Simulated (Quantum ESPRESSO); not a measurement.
**Y3N: zone-centre phonons under several settings**

```
Y N
1.0
     0.00000    3.60671    3.60671
     3.60671    0.00000    3.60671
     3.60671    3.60671    0.00000
Y N
3 1
Direct
  0.25000 0.25000 0.25000
  0.75000 0.75000 0.75000
  0.50000 0.50000 0.50000
  0.00000 0.00000 0.00000
```

The cell was built by a generator and needn't be a form met in nature.

All runs used Quantum ESPRESSO 7.5; potentials GBRV 1.5 PBE; k mesh 2 × 2 × 2, shifted; relaxed cell; no spin polarisation; cutoff 612 eV; occupations smeared at first, fixed for the response.

```csv
level,volume (Å³/atom),pressure (GPa),lowest optical mode without the field (cm⁻¹),highest optical mode without the field (cm⁻¹)
PBE,?,-0.3,?,?
PBE+D2,22.43,-0.2,218i,147
PBE+D3(BJ),21.45,-0.2,241i,141
rPW86PBE+rVV10,22.89,-0.3,236i,132
rev-vdW-DF2,21.81,-0.2,240i,141
```

What stands in the row left open?

Volume 22.72 Å³/atom; lowest optical mode without the field 243i cm⁻¹; highest optical mode without the field 129 cm⁻¹.

Values marked i are imaginary: the cell is unstable against those modes at that level, or the meshes are too thin.

Caveats: all runs use coarse meshes; some modes are imaginary; the potentials were made for another functional, which shifts forces and pressure (some runs); before the sum rule the acoustic modes lie tens of cm⁻¹ from zero, a sign that the density grid also shifts the optical modes (some runs).

For the row left open. Caveat: the k mesh is coarse (spacing up to 0.75 Å⁻¹), so the values aren't converged; some modes are imaginary.
